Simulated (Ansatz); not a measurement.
# SiH2F2 + HBr: a complex and its separated parts

Aim: how far the complex at one end of a reaction step lies below its separated, relaxed parts, level by level.

The runs use Ansatz 0.2.0, Gaussian basis; PBE0-D4/def2-TZVP structures, single points in def2-TZVPP, no counterpoise correction.

Levels: SPW92, PBE-D4, BLYP-D4, r2SCAN-D4, B97M-V, PBE0-D4, B3LYP-D4, r2SCAN0-D4, BHLYP-D4, CAM-B3LYP-D4, wB97X-V, wB97M-V, B2PLYP, PBE-QIDH, RPA on PBE, Hartree-Fock, MP2, CCSD, CCSD(T).

Correlated methods freeze the cores. Filled d shells of the heavier atoms are correlated. B3LYP uses VWN-RPA correlation. B2PLYP carries no dispersion term here.

94 further runs of the same task are left out: 94 set aside as unsound or not needed. Runs told in other sessions of the task aren't counted.

## (1) The system as given

The complex: 7 atoms, charge 0, spin multiplicity 1.

Atoms are counted from 1 here; the program's logs count them from 0.

Bond lengths: Si1–F3 1.593 Å, Si1–F4 1.586 Å, Si1–H5 1.473 Å, Si1–H7 1.473 Å, Br2–H6 1.423 Å. Angles: F3–Si1–F4 107.1°, F3–Si1–H5 108.5°, F3–Si1–H7 108.5°, F4–Si1–H5 108.5°, F4–Si1–H7 108.5°, H5–Si1–H7 115.4°.

Geometry (Å):

```xyz
7
charge 0, multiplicity 1
Si   -0.45197    0.74705    0.45958
Br    1.80953   -2.06522   -0.64463
F    -0.89556    0.07038   -0.91264
F    -1.50051    1.89562    0.77249
H    -0.53312   -0.26378    1.52787
H     0.69854   -1.74644   -1.47388
H     0.87299    1.36238    0.27130
```

Its parts: SiH2F2 holds atoms 1, 3, 4, 5, 7; HBr holds atoms 2, 6. Each part counts its atoms afresh in its own runs.

## (2) Relaxing SiH2F2 alone

Contents of relax-a/in.yaml:

```yaml
crystal:
  periodic: [false, false, false]
  atoms:
    - {symbol: Si, position_ang: [-0.451969, 0.747051, 0.459576]}
    - {symbol: F, position_ang: [-0.895563, 0.070380, -0.912636]}
    - {symbol: F, position_ang: [-1.500512, 1.895620, 0.772486]}
    - {symbol: H, position_ang: [-0.533120, -0.263776, 1.527873]}
    - {symbol: H, position_ang: [0.872987, 1.362385, 0.271303]}
basis:
  gaussian: {orbitals: def2-TZVP}
hamiltonian: {xc: pbe0, dispersion: d4}
relax: {f_tol: 0.005, max_steps: 200}
```

Run with:

```console
ansatz run in.yaml --threads 4 --pin off --events-out ev --progress --plain --max-ram 9574MiB
```

The program printed, shortened:

```text
Functional definition: PBE0
  name "PBE0"
  cite "Adamo & Barone, J. Chem. Phys. 110, 6158 (1999) doi:10.1063/1.478522"
  cite "Perdew, Burke & Ernzerhof, Phys. Rev. Lett. 77, 3865 (1996) doi:10.1103/PhysRevLett.77.3865"
  parent pbe
[...]
668 factors; their error is unknown
[...]
mean field -13341.49743681 eV, -490.2909876109 hartree, gradient 5.7e-5 eV, S^2 0.000000; 0 other end points of the search recorded, 0 dependent functions left out
[...]
reference -13341.49745950 eV, -490.2909884448 hartree; 17, 17 occupied and 94, 94 virtual orbitals, 668 factors
[...]
reference -13341.49941040 eV, -490.2910601390 hartree; 17, 17 occupied and 94, 94 virtual orbitals, 668 factors
Total energy: -13341.54657138 eV, -490.2927932731 hartree
Atom 0 at    -0.458659     0.748648     0.454104 Å, force    -0.000117     0.000034    -0.000062 eV/Å
Atom 1 at    -0.890335     0.067160    -0.910907 Å, force     0.000001     0.000132     0.000167 eV/Å
Atom 2 at    -1.500513     1.899335     0.777353 Å, force     0.000131    -0.000189    -0.000103 eV/Å
Atom 3 at    -0.530162    -0.262211     1.525288 Å, force     0.000023     0.000048    -0.000030 eV/Å
Atom 4 at     0.871492     1.358728     0.272764 Å, force    -0.000038    -0.000024     0.000027 eV/Å
Dipole moment:     0.241593    -0.076927     0.170802 e Å
```

It took 4.2 s on 4 threads of Arm Neoverse V1, shared host.

Along the way:

```csv
step,energy from step 1 (eV),largest force component (eV/Å)
1,0.0000,0.2891
2,-0.0013,0.1678
3,-0.0016,0.0869
4,-0.0020,0.0129
5,-0.0020,0.0002
```

Distances of close pairs at the start and the end, largest changes first:

```csv
bond,before (Å),after (Å),change (Å)
Si1–F2,1.593,1.586,-0.007
Si1–H5,1.473,1.475,+0.002
Si1–H4,1.473,1.475,+0.002
Si1–F3,1.586,1.586,-0.001
```

## (3) Relaxing HBr alone

Contents of relax-b/in.yaml:

```yaml
crystal:
  periodic: [false, false, false]
  atoms:
    - {symbol: Br, position_ang: [1.809534, -2.065218, -0.644629]}
    - {symbol: H, position_ang: [0.698542, -1.746442, -1.473875]}
basis:
  gaussian: {orbitals: def2-TZVP}
hamiltonian: {xc: pbe0, dispersion: d4}
relax: {f_tol: 0.005, max_steps: 200}
```

Run with:

```console
ansatz run in.yaml --threads 4 --pin off --events-out ev --progress --plain --max-ram 9574MiB
```

The program printed, shortened:

```text
Functional definition: PBE0
  name "PBE0"
  cite "Adamo & Barone, J. Chem. Phys. 110, 6158 (1999) doi:10.1063/1.478522"
  cite "Perdew, Burke & Ernzerhof, Phys. Rev. Lett. 77, 3865 (1996) doi:10.1103/PhysRevLett.77.3865"
  parent pbe
[...]
457 factors; their error is unknown
[...]
mean field -70054.57273090 eV, -2574.4580631657 hartree, gradient 2.1e-5 eV, S^2 0.000000; 0 other end points of the search recorded, 0 dependent functions left out
[...]
reference -70054.57279944 eV, -2574.4580656843 hartree; 18, 18 occupied and 36, 36 virtual orbitals, 457 factors
Total energy: -70054.57831875 eV, -2574.4582685156 hartree
Atom 0 at     1.808763    -2.064997    -0.645205 Å, force     0.000013    -0.000004     0.000009 eV/Å
Atom 1 at     0.699313    -1.746663    -1.473299 Å, force    -0.000013     0.000004    -0.000009 eV/Å
Dipole moment:    -0.154903     0.044446    -0.115620 e Å
```

Wall time 1.2 s (4 threads of Arm Neoverse V1, shared host).

Along the way:

```csv
step,energy from step 1 (eV),largest force component (eV/Å)
1,0.0000,0.0400
2,0.0000,0.0072
3,-0.0001,0.0000
```

The bond:

```csv
bond,before (Å),after (Å),change (Å)
Br1–H2,1.423,1.421,-0.002
```

## (4) SPW92/def2-TZVPP

Contents of parta/in.yaml:

```yaml
crystal:
  periodic: [false, false, false]
  atoms:
    - {symbol: Si, position_ang: [-0.458659, 0.748648, 0.454104]}
    - {symbol: F, position_ang: [-0.890335, 0.067160, -0.910907]}
    - {symbol: F, position_ang: [-1.500513, 1.899335, 0.777353]}
    - {symbol: H, position_ang: [-0.530162, -0.262211, 1.525288]}
    - {symbol: H, position_ang: [0.871492, 1.358728, 0.272764]}
basis:
  gaussian: {orbitals: def2-TZVPP}
hamiltonian: {xc: lda}
```

Contents of partb/in.yaml:

```yaml
crystal:
  periodic: [false, false, false]
  atoms:
    - {symbol: Br, position_ang: [1.808763, -2.064997, -0.645205]}
    - {symbol: H, position_ang: [0.699313, -1.746663, -1.473299]}
basis:
  gaussian: {orbitals: def2-TZVPP}
hamiltonian: {xc: lda}
```

The same command starts each run, in its folder.

Run with:

```console
ansatz run in.yaml --threads 4 --pin off --events-out ev --progress --plain --max-ram 9574MiB
```

Log of parta, shortened:

```text
Functional definition: SPW92
  name "SPW92"
  cite "Dirac, Proc. Camb. Phil. Soc. 26, 376 (1930) doi:10.1017/S0305004100016108"
  cite "Slater, Phys. Rev. 81, 385 (1951) doi:10.1103/PhysRev.81.385"
  cite "Perdew & Wang, Phys. Rev. B 45, 13244 (1992) doi:10.1103/PhysRevB.45.13244"
[...]
718 factors; their error is unknown
[...]
mean field -13283.49303306 eV, -488.1593650899 hartree, gradient 4.4e-5 eV, S^2 0.000000; 0 other end points of the search recorded, 0 dependent functions left out
reference -13283.49306076 eV, -488.1593661080 hartree; 17, 17 occupied and 115, 115 virtual orbitals, 718 factors
Total energy: -13283.49306076 eV, -488.1593661080 hartree
```

Log of partb, shortened:

```text
Functional definition: SPW92
  name "SPW92"
  cite "Dirac, Proc. Camb. Phil. Soc. 26, 376 (1930) doi:10.1017/S0305004100016108"
  cite "Slater, Phys. Rev. 81, 385 (1951) doi:10.1103/PhysRev.81.385"
  cite "Perdew & Wang, Phys. Rev. B 45, 13244 (1992) doi:10.1103/PhysRevB.45.13244"
[...]
435 factors; their error is unknown
[...]
mean field -69965.45702934 eV, -2571.1831215383 hartree, gradient 6.0e-6 eV, S^2 0.000000; 0 other end points of the search recorded, 0 dependent functions left out
reference -69965.45705039 eV, -2571.1831223118 hartree; 18, 18 occupied and 44, 44 virtual orbitals, 435 factors
Total energy: -69965.45705039 eV, -2571.1831223118 hartree
```

Times: 0.35 s (parta), 0.2 s (partb) on 4 threads of Arm Neoverse V1, shared host.

## (5) PBE-D4/def2-TZVPP

Each input of step 4 (parta, partb) changes in the same lines:

```diff
-hamiltonian: {xc: lda}
+hamiltonian: {xc: pbe, dispersion: d4}
```

One command serves all of them, each in its own folder.

Run with:

```console
ansatz run in.yaml --threads 4 --pin off --events-out ev --progress --plain --max-ram 9574MiB
```

Output in parta, shortened:

```text
Functional definition: PBE
  name "PBE"
  cite "Perdew, Burke & Ernzerhof, Phys. Rev. Lett. 77, 3865 (1996) doi:10.1103/PhysRevLett.77.3865"
  parent pbe
[...]
718 factors; their error is unknown
[...]
mean field -13340.67230823 eV, -490.2606646951 hartree, gradient 5.7e-5 eV, S^2 0.000000; 0 other end points of the search recorded, 0 dependent functions left out
reference -13340.67233816 eV, -490.2606657950 hartree; 17, 17 occupied and 115, 115 virtual orbitals, 718 factors
Total energy: -13340.72979899 eV, -490.2627774414 hartree
```

Output in partb, shortened:

```text
Functional definition: PBE
  name "PBE"
  cite "Perdew, Burke & Ernzerhof, Phys. Rev. Lett. 77, 3865 (1996) doi:10.1103/PhysRevLett.77.3865"
  parent pbe
[...]
435 factors; their error is unknown
[...]
mean field -70052.13668387 eV, -2574.3685400886 hartree, gradient 1.9e-5 eV, S^2 0.000000; 0 other end points of the search recorded, 0 dependent functions left out
reference -70052.13670653 eV, -2574.3685409213 hartree; 18, 18 occupied and 44, 44 virtual orbitals, 435 factors
Total energy: -70052.14349159 eV, -2574.3687902678 hartree
```

Times: 0.55 s (parta), 0.25 s (partb) on 4 threads of Arm Neoverse V1, shared host.

## (6) BLYP-D4/def2-TZVPP

The same edit goes into each in.yaml of step 5 (parta, partb):

```diff
-hamiltonian: {xc: pbe, dispersion: d4}
+hamiltonian: {xc: {name: BLYP}, dispersion: d4}
```

One command serves all of them, each in its own folder.

Run with:

```console
ansatz run in.yaml --threads 4 --pin off --events-out ev --progress --plain --max-ram 9574MiB
```

Log of parta, shortened:

```text
Functional definition: BLYP
  name "BLYP"
  cite "Becke, Phys. Rev. A 38, 3098 (1988) doi:10.1103/PhysRevA.38.3098"
  cite "Lee, Yang & Parr, Phys. Rev. B 37, 785 (1988) doi:10.1103/PhysRevB.37.785"
[...]
718 factors; their error is unknown
[...]
mean field -13349.63211346 eV, -490.5899314641 hartree, gradient 7.4e-5 eV, S^2 0.000000; 0 other end points of the search recorded, 0 dependent functions left out
reference -13349.63236989 eV, -490.5899408877 hartree; 17, 17 occupied and 115, 115 virtual orbitals, 718 factors
Total energy: -13349.76480303 eV, -490.5948077158 hartree
```

partb printed, shortened:

```text
Functional definition: BLYP
  name "BLYP"
  cite "Becke, Phys. Rev. A 38, 3098 (1988) doi:10.1103/PhysRevA.38.3098"
  cite "Lee, Yang & Parr, Phys. Rev. B 37, 785 (1988) doi:10.1103/PhysRevB.37.785"
[...]
435 factors; their error is unknown
[...]
mean field -70063.39684512 eV, -2574.7823433821 hartree, gradient 8.4e-5 eV, S^2 0.000000; 0 other end points of the search recorded, 0 dependent functions left out
reference -70063.39705350 eV, -2574.7823510397 hartree; 18, 18 occupied and 44, 44 virtual orbitals, 435 factors
Total energy: -70063.41302541 eV, -2574.7829379969 hartree
```

Times: 0.55 s (parta), 0.25 s (partb) on 4 threads of Arm Neoverse V1, shared host.

## (7) r2SCAN-D4/def2-TZVPP

Each input of step 6 (parta, partb) changes in the same lines:

```diff
-hamiltonian: {xc: {name: BLYP}, dispersion: d4}
+hamiltonian: {xc: r2scan, dispersion: d4}
```

The same command starts each run, in its folder.

Run with:

```console
ansatz run in.yaml --threads 4 --pin off --events-out ev --progress --plain --max-ram 9574MiB
```

parta printed, shortened:

```text
Functional definition: r2SCAN
  name "r2SCAN"
  cite "Furness, Kaplan, Ning, Perdew & Sun, J. Phys. Chem. Lett. 11, 8208 (2020) doi:10.1021/acs.jpclett.0c02405"
  cite "Furness, Kaplan, Ning, Perdew & Sun, J. Phys. Chem. Lett. 11, 9248 (2020) doi:10.1021/acs.jpclett.0c03077"
  parent r2scan
[...]
718 factors; their error is unknown
[...]
mean field -13347.18125229 eV, -490.4998639772 hartree, gradient 8.6e-6 eV, S^2 0.000000; 0 other end points of the search recorded, 0 dependent functions left out
reference -13347.18126060 eV, -490.4998642827 hartree; 17, 17 occupied and 115, 115 virtual orbitals, 718 factors
Total energy: -13347.19408433 eV, -490.5003355459 hartree
```

Log of partb, shortened:

```text
Functional definition: r2SCAN
  name "r2SCAN"
  cite "Furness, Kaplan, Ning, Perdew & Sun, J. Phys. Chem. Lett. 11, 8208 (2020) doi:10.1021/acs.jpclett.0c02405"
  cite "Furness, Kaplan, Ning, Perdew & Sun, J. Phys. Chem. Lett. 11, 9248 (2020) doi:10.1021/acs.jpclett.0c03077"
  parent r2scan
[...]
435 factors; their error is unknown
[...]
mean field -70062.28305422 eV, -2574.7414123214 hartree, gradient 2.3e-5 eV, S^2 0.000000; 0 other end points of the search recorded, 0 dependent functions left out
reference -70062.28306032 eV, -2574.7414125458 hartree; 18, 18 occupied and 44, 44 virtual orbitals, 435 factors
Total energy: -70062.28451942 eV, -2574.7414661665 hartree
```

Times: 1.4 s (parta), 0.66 s (partb) on 4 threads of Arm Neoverse V1, shared host.

## (8) B97M-V/def2-TZVPP

Each input of step 7 (parta, partb) changes in the same lines:

```diff
-hamiltonian: {xc: r2scan, dispersion: d4}
+hamiltonian: {xc: {name: B97M-V}}
```

Each run has its own folder and the same command.

Run with:

```console
ansatz run in.yaml --threads 4 --pin off --events-out ev --progress --plain --max-ram 9574MiB
```

Output in parta, shortened:

```text
Functional definition: B97M-V
  name "B97M-V"
  cite "Mardirossian & Head-Gordon, J. Chem. Phys. 142, 074111 (2015) doi:10.1063/1.4907719"
  cite "Becke, J. Chem. Phys. 107, 8554 (1997) doi:10.1063/1.475007"
  cite "Vydrov & Van Voorhis, J. Chem. Phys. 133, 244103 (2010) doi:10.1063/1.3521275"
  # Of w^i u^j: cxij and so on, Table III.
[...]
  gx(w, u) = cx00 + cx01*u + cx02*u^2 + (cx10 + cx11*u)*w
[...]
  gos(w, u) = cos00 + cos01*u + cos03*u^3 + cos10*w + cos32*w^3*u^2
[...]
      + integral(e_c_pw_mod_opposite_spin*gos(b97_w_opposite, b97_u_opposite)) + vv10(b, c)
718 factors; their error is unknown
[...]
mean field -13346.10642220 eV, -490.4603646999 hartree, gradient 7.3e-5 eV, S^2 0.000000; 0 other end points of the search recorded, 0 dependent functions left out
reference -13346.10646660 eV, -490.4603663318 hartree; 17, 17 occupied and 115, 115 virtual orbitals, 718 factors
Total energy: -13346.10646660 eV, -490.4603663318 hartree
```

partb printed, shortened:

```text
Functional definition: B97M-V
  name "B97M-V"
  cite "Mardirossian & Head-Gordon, J. Chem. Phys. 142, 074111 (2015) doi:10.1063/1.4907719"
  cite "Becke, J. Chem. Phys. 107, 8554 (1997) doi:10.1063/1.475007"
  cite "Vydrov & Van Voorhis, J. Chem. Phys. 133, 244103 (2010) doi:10.1063/1.3521275"
  # Of w^i u^j: cxij and so on, Table III.
[...]
  gx(w, u) = cx00 + cx01*u + cx02*u^2 + (cx10 + cx11*u)*w
[...]
  gos(w, u) = cos00 + cos01*u + cos03*u^3 + cos10*w + cos32*w^3*u^2
[...]
      + integral(e_c_pw_mod_opposite_spin*gos(b97_w_opposite, b97_u_opposite)) + vv10(b, c)
435 factors; their error is unknown
[...]
mean field -70050.13092665 eV, -2574.2948298702 hartree, gradient 1.6e-5 eV, S^2 0.000000; 0 other end points of the search recorded, 0 dependent functions left out
reference -70050.13095849 eV, -2574.2948310405 hartree; 18, 18 occupied and 44, 44 virtual orbitals, 435 factors
Total energy: -70050.13095849 eV, -2574.2948310405 hartree
```

Times: 2.5 s (parta), 0.81 s (partb) on 4 threads of Arm Neoverse V1, shared host.

[end of part 1 of 3]
